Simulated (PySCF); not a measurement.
# Sn(3+): interval between two levels with spin-orbit coupling

Wanted: the interval between two levels of tin, up a ladder of methods.

Method: two-component X2C-1e, generalised determinants. Code: PySCF 2.14.0.

## (1) Starting point

```
Element                                   : tin (Z = 50)
Basis                                     : x2c-TZVPall-2c
Hamiltonian                               : two-component X2C-1e, Gaussian nucleus, no Breit or QED terms; spin-orbit coupling, run by run: off; screened by Boettger's factors
Core shells frozen in the correlated runs : [Ar] 3d10 (for Sn(3+))
State 1                                   : Sn(3+) 4d10 5s1 2S1/2: [Kr] 4d10 5s1; 5s1/2 filled at m_j = +1/2
State 2                                   : Sn(3+) 4d9 5s2 2D5/2: [Kr] 4d9 5s2; 4d3/2 filled at m_j = -3/2, -1/2, +1/2, +3/2; 4d5/2 filled at m_j = -3/2, -1/2, +1/2, +3/2, +5/2
Methods                                   : GHF, GMP2
```

The outer shells:

Sn3+ [Kr] 4d10 5s1
```
[Kr] core
4d [↑↓][↑↓][↑↓][↑↓][↑↓]
5s [↑ ]
```

Sn3+ [Kr] 4d9 5s2
```
[Kr] core
4d [↑↓][↑↓][↑↓][↑↓][↑ ]
5s [↑↓]
```

A driver program built on PySCF's X2C-1e integrals ran all steps in one process from the settings above; there is no separate input file.

It was started by

```
$ OMP_NUM_THREADS=1 python sorun2.py TASK.json OUT
```

The integrals over 74 functions and the set-up took 1.9 s of CPU time.

## (2) Sn(3+) 4d10 5s1 2S1/2

Level: GHF (spin-free).

Log:

```text
cycle= 1 E= -6171.2416453175  delta_E= -6.17e+03  |FDS-SDF|= 0.00426
cycle= 2 E= -6171.2430033829  delta_E= -0.00136  |FDS-SDF|= 0.00146
cycle= 3 E= -6171.2431238981  delta_E= -0.000121  |FDS-SDF|= 0.000564
cycle= 4 E= -6171.2431337079  delta_E= -9.81e-06  |FDS-SDF|= 5.34e-05
cycle= 5 E= -6171.2431338163  delta_E= -1.08e-07  |FDS-SDF|= 5.59e-06
cycle= 6 E= -6171.2431338208  delta_E= -4.5e-09  |FDS-SDF|= 1.89e-06
```

It took 0.99 s on 1 thread of Neoverse-V2, shared host, the integrals not counted.

Occupied spinors (without spin-orbit coupling the j labels only name the start):

| spinor shell | electrons | mean energy (eV) | weight of the nominal j | rms radius (bohr) |
| --- | --- | --- | --- | --- |
| 1s1/2 | 2 | -29376.8 | 1.000 | 0.0333 |
| 2s1/2 | 2 | -4552.8 | 1.000 | 0.136 |
| 2p1/2 | 2 | -4083.0 | 0.667 | 0.121 |
| 2p3/2 | 4 | -4083.0 | 0.833 | 0.121 |
| 3s1/2 | 2 | -942.11 | 1.000 | 0.361 |
| 3p1/2 | 2 | -784.83 | 0.667 | 0.362 |
| 3p3/2 | 4 | -784.83 | 0.833 | 0.362 |
| 3d5/2 | 6 | -543.35 | 0.800 | 0.341 |
| 3d3/2 | 4 | -543.35 | 0.700 | 0.341 |
| 4s1/2 | 2 | -189.20 | 1.000 | 0.874 |
| 4p1/2 | 2 | -139.38 | 0.667 | 0.949 |
| 4p3/2 | 4 | -139.38 | 0.833 | 0.949 |
| 4d5/2 | 6 | -64.738 | 0.800 | 1.17 |
| 4d3/2 | 4 | -64.738 | 0.700 | 1.17 |
| 5s1/2 | 1 | -39.465 | 1.000 | 2.31 |

M_J = 1/2, ⟨J²⟩ = 0.751, ⟨L²⟩ = 0.000, ⟨S²⟩ = 0.751.

Level: GMP2 (spin-free).

The driver printed no log here.

Time after the integrals: 0.69 s (1 thread of Neoverse-V2, shared host).

With 19 electrons correlated and 6 very high virtual spinors dropped, the MP2 correlation energy is -0.31619 hartree. Largest pairs: 4d3/2-4d5/2 -0.0791, 4d5/2-4d5/2 -0.0576, 4d3/2-4d3/2 -0.0252, 4d5/2-4p3/2 -0.0250, 4d5/2-5s1/2 -0.0236.

Level: GHF (screened spin-orbit).

Log:

```text
cycle= 1 E= -6172.7009745551  delta_E= -6.17e+03  |FDS-SDF|= 0.0182
cycle= 2 E= -6172.7043124563  delta_E= -0.00334  |FDS-SDF|= 0.0018
cycle= 3 E= -6172.7044575682  delta_E= -0.000145  |FDS-SDF|= 0.000432
cycle= 4 E= -6172.7044670905  delta_E= -9.52e-06  |FDS-SDF|= 0.000185
cycle= 5 E= -6172.7044679907  delta_E= -9e-07  |FDS-SDF|= 1.95e-05
cycle= 6 E= -6172.7044680028  delta_E= -1.21e-08  |FDS-SDF|= 3.34e-06
cycle= 7 E= -6172.7044680033  delta_E= -4.32e-10  |FDS-SDF|= 3.88e-07
```

Time after the integrals: 1.1 s (1 thread of Neoverse-V2, shared host).

The outer occupied spinors:

| spinor shell | electrons | mean energy (eV) | weight of the nominal j | rms radius (bohr) |
| --- | --- | --- | --- | --- |
| 3d3/2 | 4 | -548.58 | 1.000 | 0.340 |
| 3d5/2 | 6 | -539.70 | 1.000 | 0.342 |
| 4s1/2 | 2 | -189.17 | 1.000 | 0.874 |
| 4p1/2 | 2 | -144.85 | 1.000 | 0.930 |
| 4p3/2 | 4 | -136.87 | 1.000 | 0.958 |
| 4d3/2 | 4 | -65.432 | 0.990 | 1.16 |
| 4d5/2 | 6 | -64.263 | 0.994 | 1.17 |
| 5s1/2 | 1 | -39.466 | 1.000 | 2.31 |

M_J = 1/2, ⟨J²⟩ = 0.751, ⟨L²⟩ = 0.018, ⟨S²⟩ = 0.768.

Level: GMP2 (screened spin-orbit).

The driver printed no log here.

It took 0.58 s on 1 thread of Neoverse-V2, shared host, the integrals not counted.

With 19 electrons correlated and 6 very high virtual spinors dropped, the MP2 correlation energy is -0.31649 hartree. Largest pairs: 4d3/2-4d5/2 -0.0799, 4d5/2-4d5/2 -0.0578, 4d5/2-4p3/2 -0.0250, 4d3/2-4d3/2 -0.0245, 4d5/2-5s1/2 -0.0243.

## (3) Sn(3+) 4d9 5s2 2D5/2

Level: GHF (spin-free).

Log:

```text
cycle= 1 E= -6170.4363814279  delta_E= -6.17e+03  |FDS-SDF|= 0.0127
cycle= 2 E= -6170.4391889735  delta_E= -0.00281  |FDS-SDF|= 0.00259
cycle= 3 E= -6170.4393219914  delta_E= -0.000133  |FDS-SDF|= 0.001
cycle= 4 E= -6170.4393399969  delta_E= -1.8e-05  |FDS-SDF|= 0.0001
cycle= 5 E= -6170.4393403639  delta_E= -3.67e-07  |FDS-SDF|= 1.57e-05
cycle= 6 E= -6170.4393403726  delta_E= -8.7e-09  |FDS-SDF|= 2.48e-06
cycle= 7 E= -6170.4393403728  delta_E= -2.37e-10  |FDS-SDF|= 2.36e-07
```

It took 1.1 s on 1 thread of Neoverse-V2, shared host, the integrals not counted.

Occupied spinors (without spin-orbit coupling the j labels only name the start):

| spinor shell | electrons | mean energy (eV) | weight of the nominal j | rms radius (bohr) |
| --- | --- | --- | --- | --- |
| 1s1/2 | 2 | -29385.0 | 1.000 | 0.0333 |
| 2s1/2 | 2 | -4561.4 | 1.000 | 0.136 |
| 2p3/2 | 4 | -4091.4 | 0.833 | 0.121 |
| 2p1/2 | 2 | -4091.9 | 0.667 | 0.121 |
| 3s1/2 | 2 | -950.46 | 1.000 | 0.361 |
| 3p3/2 | 4 | -792.90 | 0.833 | 0.362 |
| 3p1/2 | 2 | -793.47 | 0.667 | 0.362 |
| 3d5/2 | 6 | -551.32 | 0.800 | 0.341 |
| 3d3/2 | 4 | -551.89 | 0.700 | 0.341 |
| 4s1/2 | 2 | -196.02 | 1.000 | 0.868 |
| 4p3/2 | 4 | -144.74 | 0.833 | 0.941 |
| 4p1/2 | 2 | -146.70 | 0.667 | 0.941 |
| 4d5/2 | 5 | -70.391 | 0.760 | 1.14 |
| 4d3/2 | 4 | -71.047 | 0.700 | 1.14 |
| 5s1/2 | 2 | -40.950 | 1.000 | 2.25 |

M_J = 5/2, ⟨J²⟩ = 8.754, ⟨L²⟩ = 6.003, ⟨S²⟩ = 0.750.

Level: GMP2 (spin-free).

This step left no log, only its results.

It took 0.58 s on 1 thread of Neoverse-V2, shared host, the integrals not counted.

With 19 electrons correlated and 6 very high virtual spinors dropped, the MP2 correlation energy is -0.34247 hartree. Largest pairs: 4d3/2-4d5/2 -0.0599, 4d5/2-5s1/2 -0.0386, 4d5/2-4d5/2 -0.0363, 4d3/2-5s1/2 -0.0304, 4d5/2-4p3/2 -0.0304.

Level: GHF (screened spin-orbit).

Log:

```text
cycle= 1 E= -6171.9118893509  delta_E= -6.17e+03  |FDS-SDF|= 0.0216
cycle= 2 E= -6171.9166218405  delta_E= -0.00473  |FDS-SDF|= 0.00262
cycle= 3 E= -6171.9167629222  delta_E= -0.000141  |FDS-SDF|= 0.000929
cycle= 4 E= -6171.9167789925  delta_E= -1.61e-05  |FDS-SDF|= 0.000142
cycle= 5 E= -6171.9167795759  delta_E= -5.83e-07  |FDS-SDF|= 1.71e-05
cycle= 6 E= -6171.9167795862  delta_E= -1.04e-08  |FDS-SDF|= 3.03e-06
cycle= 7 E= -6171.9167795866  delta_E= -3.35e-10  |FDS-SDF|= 3.36e-07
```

Time after the integrals: 1.1 s (1 thread of Neoverse-V2, shared host).

The outer occupied spinors:

| spinor shell | electrons | mean energy (eV) | weight of the nominal j | rms radius (bohr) |
| --- | --- | --- | --- | --- |
| 3d3/2 | 4 | -556.95 | 0.999 | 0.339 |
| 3d5/2 | 6 | -547.71 | 0.999 | 0.342 |
| 4s1/2 | 2 | -195.96 | 1.000 | 0.868 |
| 4p1/2 | 2 | -151.82 | 0.990 | 0.922 |
| 4p3/2 | 4 | -142.38 | 0.995 | 0.950 |
| 4d3/2 | 4 | -71.633 | 0.927 | 1.13 |
| 4d5/2 | 5 | -69.956 | 0.942 | 1.14 |
| 5s1/2 | 2 | -40.944 | 1.000 | 2.25 |

M_J = 5/2, ⟨J²⟩ = 8.754, ⟨L²⟩ = 6.021, ⟨S²⟩ = 0.767.

Level: GMP2 (screened spin-orbit).

The driver printed no log here.

Time after the integrals: 0.58 s (1 thread of Neoverse-V2, shared host).

With 19 electrons correlated and 6 very high virtual spinors dropped, the MP2 correlation energy is -0.34306 hartree. Largest pairs: 4d3/2-4d5/2 -0.0623, 4d5/2-5s1/2 -0.0388, 4d5/2-4d5/2 -0.0354, 4d5/2-4p3/2 -0.0306, 4d3/2-5s1/2 -0.0302.

## (4) Differences of total energies

Interval between two levels: Sn(3+) [Kr] 4d10 5s1 [5s1/2^1, M_J = 1/2] → Sn(3+) [Kr] 4d9 5s2 [4d3/2^4 4d5/2^5, M_J = 5/2].

| method | value (eV) | CPU time, both states (s) |
| --- | --- | --- |
| GHF (spin-free) | 21.872 | 2.1 |
| GMP2 (spin-free) | 21.157 | 3.4 |
| GHF (screened spin-orbit) | 21.434 | 2.2 |
| GMP2 (screened spin-orbit) | 20.711 | 3.4 |

Times are CPU seconds on a shared host without the integrals; correlated rows include their Hartree-Fock run.

## (5) Outcome

| quantity | value |
| --- | --- |
| interval between two levels, Sn(3+) → 4d9 5s2 2D5/2 | GHF (spin-free) 21.872, GMP2 (screened spin-orbit) 20.711 eV |

What this shows: The methods span 1.161 eV, from GMP2 (screened spin-orbit) (20.711) to GHF (spin-free) (21.872). No reference value is at hand in this session. Spin-orbit coupling moves the difference by -0.446 eV at GMP2. The basis is finite, and no extrapolation was made.
